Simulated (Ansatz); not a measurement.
# AlInSb2: the cost of one run

Computed with Ansatz 0.2.0 (DFT LDA, scalar-relativistic, plane waves, PAW, unless a step's input says otherwise).

1 further run of the same task is left out (it didn't finish).

## (1) Starting point

The structure is tetragonal, space group P-4m2 (No. 115). Conventional cell: a = 4.506 Å, b = 4.506 Å, c = 6.349 Å, α = 90.00°, β = 90.00°, γ = 90.00°. Al (site symmetry -4m2) is surrounded by 4 Sb at 2.70 Å. Around In (site symmetry -4m2) lie 4 Sb at 2.82 Å. Sb (site symmetry 2mm) is surrounded by 2 Al at 2.70 Å and 2 In at 2.82 Å.

Structure file:

```cif
data_structure
_symmetry_space_group_name_H-M 'P-4m2'
_symmetry_Int_Tables_number 115
_cell_length_a 4.5062
_cell_length_b 4.5062
_cell_length_c 6.3488
_cell_angle_alpha 90.000
_cell_angle_beta 90.000
_cell_angle_gamma 90.000
_cell_volume 128.92
loop_
_atom_site_label
_atom_site_type_symbol
_atom_site_symmetry_multiplicity
_atom_site_Wyckoff_symbol
_atom_site_fract_x
_atom_site_fract_y
_atom_site_fract_z
_atom_site_occupancy
Al1 Al 1 a 0.00000 0.00000 0.00000 1
In1 In 1 c 0.50000 0.50000 0.50000 1
Sb1 Sb 2 g 0.50000 0.00000 0.23337 1
```

It goes back to an entry of the Materials Project, which need not be the stable form.

The cell is taken as given, not relaxed at this level.

## (2) Zero of the scan

The input, input.yaml:

```yaml
crystal:
  lattice:
    - [-4.50616554, 0.0, 0.0]
    - [0.0, -4.50616554, 0.0]
    - [0.0, 0.0, 12.69764598]
  atoms:
    - { symbol: Al, position: [0.0, 0.0, 0.0] }
    - { symbol: Al, position: [0.0, 0.0, 0.5] }
    - { symbol: In, position: [0.5, 0.5, 0.25] }
    - { symbol: In, position: [0.5, 0.5, 0.75] }
    - { symbol: Sb, position: [0.0, 0.5, 0.116682685] }
    - { symbol: Sb, position: [0.0, 0.5, 0.616682685] }
    - { symbol: Sb, position: [0.5, 0.0, 0.383317315] }
    - { symbol: Sb, position: [0.5, 0.0, 0.883317315] }
basis:
  ecutwfc: 420
kpoints:
  mp_grid: { grid: [7, 7, 3] }
hamiltonian:
  xc: lda
scf:
  occupations: { method: gaussian, width: 0.03 }
output:
  forces: true
  stress: true
  eigenvalues: true
  write_density: true
  write_potential: true
  elf: true
  volumetric_format: npy
```

Started as:

```sh
$ ansatz run input.yaml --threads 2 --pin off --max-ram 5120MiB --backend cpu --events-out ev --progress --plain --runs-dir out
```

What time and memory should one allow on 2 threads of Intel Xeon 6975P-C (Granite Rapids), shared host?

About 8.6 s, with a peak of 0.65 GiB.
